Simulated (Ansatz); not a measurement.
# CH4AlNO: the cost of one run

All numbers below are computed with Ansatz 0.2.0 (RKS PBE0/def2-SVP).

**1. Starting point**

Bond lengths: N1–C2 1.254 Å, C2–O3 1.363 Å, C2–Al4 1.917 Å, N1–H5 1.094 Å, O3–H6 1.045 Å, Al4–H7 1.625 Å, Al4–H8 1.588 Å. Angles: N1–C2–O3 119.1°, N1–C2–Al4 122.7°, O3–C2–Al4 118.1°, C2–N1–H5 122.2°, C2–O3–H6 122.1°, C2–Al4–H7 119.9°, C2–Al4–H8 121.6°, H7–Al4–H8 118.4°.

Coordinates:

```xyz
8

N     0.3051    1.2350   -0.8742
C     0.3401    0.4012    0.0618
O     1.2301    0.5809    1.0778
Al   -0.7389   -1.1838    0.0780
H    -0.4221    1.1668   -1.6887
H     1.8733    1.4035    1.1141
H    -1.8505   -1.4192   -1.0832
H    -0.6450   -2.2415    1.2585
```

**2. Relaxing end A**

Contents of input.yaml:

```yaml
crystal:
  periodic: [false, false, false]
  atoms:
    - { symbol: "N", position_ang: [0.3051, 1.235, -0.8742] }
    - { symbol: C, position_ang: [0.3401, 0.4012, 0.0618] }
    - { symbol: O, position_ang: [1.2301, 0.5809, 1.0778] }
    - { symbol: Al, position_ang: [-0.7389, -1.1838, 0.078] }
    - { symbol: H, position_ang: [-0.4221, 1.1668, -1.6887] }
    - { symbol: H, position_ang: [1.8733, 1.4035, 1.1141] }
    - { symbol: H, position_ang: [-1.8505, -1.4192, -1.0832] }
    - { symbol: H, position_ang: [-0.645, -2.2415, 1.2585] }
basis:
  gaussian: { orbitals: def2-SVP }
hamiltonian:
  xc: pbe0
relax:
  f_tol: 0.015
  max_steps: 40
```

Started as:

```sh
$ ansatz run input.yaml --threads 1 --pin off --max-ram 2048MiB --backend cpu --events-out ev --progress --plain --runs-dir out
```

**Question.** How long does this run take on 1 thread of an Arm CPU, shared host, and how much memory does it need?

About 31 s, with a peak of 0.15 GiB.
